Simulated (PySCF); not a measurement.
**Changing the system itself: RbN (triplet)**

Aim: change spin, charge, geometry, field or solvent of RbN (triplet), one at a time, and compare with the base run.

The runs use PySCF 2.14.0; method and basis as typed in the scripts.

4 further runs of the same task are left out: 4 that didn't finish.

### 1 The system as given

RbN (triplet): 2 atoms, charge 0, spin multiplicity 3.

Bond lengths: Rb1–N2 2.443 Å.

### 2 Base script

input.py reads:

```python
from pyscf import gto, scf, mp

mol = gto.M(
    atom='Rb 0 0 0; N 0 0 2.443',
    basis='crenbl',
    ecp={'Rb': 'crenbl', 'N': 'crenbl'},
    charge=0,
    spin=2,
    verbose=4,
)
mf = scf.UHF(mol)
mf.kernel()
mp.MP2(mf).kernel()
mf.dip_moment()
print('orbital energies (hartree):', [e[max(0, n-3):n+3].round(4) for e, n in zip(mf.mo_energy, mol.nelec)])
```

Run with:

```bash
> OMP_NUM_THREADS=1 python input.py
```

The log of this run is left out.

Base result: E(SCF) = -33.345461 Eh, 12 cycles, E(MP2) − E(SCF) = -0.08819 Eh, ⟨S²⟩ = 2.074, μ = 9.83 D (of the SCF density).

The bond length is a typed value, not an optimised one. The triplet is typed in the script; nothing here shows that it is the ground state.

### 3 Bond 10 Å

Variant 1 changes bond length: 2.443 Å → 10 Å.

input.py reads:

```python
from pyscf import gto, scf, mp

mol = gto.M(
    atom='Rb 0 0 0; N 0 0 10',
    basis='crenbl',
    ecp={'Rb': 'crenbl', 'N': 'crenbl'},
    charge=0,
    spin=2,
    verbose=4,
)
mf = scf.UHF(mol)
mf.kernel()
mp.MP2(mf).kernel()
mf.dip_moment()
print('orbital energies (hartree):', [e[max(0, n-3):n+3].round(4) for e, n in zip(mf.mo_energy, mol.nelec)])
```

Run with:

```bash
> OMP_NUM_THREADS=1 python input.py
```

### 4 Electric field 0.05 a.u.

Variant 2 changes electric field: none → 0.05 a.u.

Edit input.py of step 2 so:

```diff
@@ -11,2 +11,7 @@
 mf = scf.UHF(mol)
+field = 0.05  # electric field along z, atomic units
+h = mf.get_hcore() + field*mol.intor('int1e_r')[2]
+mf.get_hcore = lambda *args: h
+e_nuc = mol.energy_nuc() - field*mol.atom_charges() @ mol.atom_coords()[:, 2]
+mf.energy_nuc = lambda *args: e_nuc
 mf.kernel()
```

### 5 Bond 4.886 Å

Variant 3 changes bond length: 2.443 Å → 4.886 Å.

Edit input.py of step 2 so:

```diff
@@ -3,3 +3,3 @@
 mol = gto.M(
-    atom='Rb 0 0 0; N 0 0 2.443',
+    atom='Rb 0 0 0; N 0 0 4.886',
     basis='crenbl',
```

### 6 Bond 3.665 Å

Variant 4 changes bond length: 2.443 Å → 3.665 Å.

Edit input.py of step 2 so:

```diff
@@ -3,3 +3,3 @@
 mol = gto.M(
-    atom='Rb 0 0 0; N 0 0 2.443',
+    atom='Rb 0 0 0; N 0 0 3.665',
     basis='crenbl',
```

### 7 Charge +1 (doublet)

Variant 5 changes charge: 0 → 1; spin (2S): 2 → 1.

Edit input.py of step 2 so:

```diff
@@ -6,4 +6,4 @@
     ecp={'Rb': 'crenbl', 'N': 'crenbl'},
-    charge=0,
-    spin=2,
+    charge=1,
+    spin=1,
     verbose=4,
```

**Question.** What will these runs give? Wanted: for each run, E(SCF); from base; gap, α spin; SCF dipole; after the SCF.

As calculated:

```tsv
run	E(SCF) (hartree)	from base (eV)	cycles	gap, α spin (eV)	SCF dipole (D)	after the SCF
base	-33.345461	0	12	7.72	9.83	MP2 correlation -2.400 eV
bond 10 Å (poor choice)	-33.401397	-1.5221	15	15.84	0.00	MP2 correlation -1.521 eV
electric field 0.05 a.u.	-33.503033	-4.2878	12	0.81	39.94	MP2 correlation -1.441 eV
bond 4.886 Å	-33.286079	+1.6159	16	3.15	17.25	MP2 correlation -2.858 eV
bond 3.665 Å	-33.321300	+0.6574	18	3.83	11.50	MP2 correlation -2.527 eV
charge +1 (doublet)	-33.096116	+6.7850	11	13.47	n/a	MP2 correlation -2.003 eV
```

The largest comparable shift of the SCF energy, -4.288 eV, comes with the run “electric field 0.05 a.u.”. At the SCF level, going to the doublet with one electron fewer costs 6.79 eV at fixed geometry. With bond 10 Å the frontier gap moves by over 1.5 eV, which can mean another electronic state rather than the bond length alone. With bond 4.886 Å the frontier gap moves by over 1.5 eV, which can mean another electronic state rather than the bond length alone. With bond 3.665 Å the frontier gap moves by over 1.5 eV, which can mean another electronic state rather than the bond length alone. Rows marked «poor choice» come from settings spoiled on purpose.
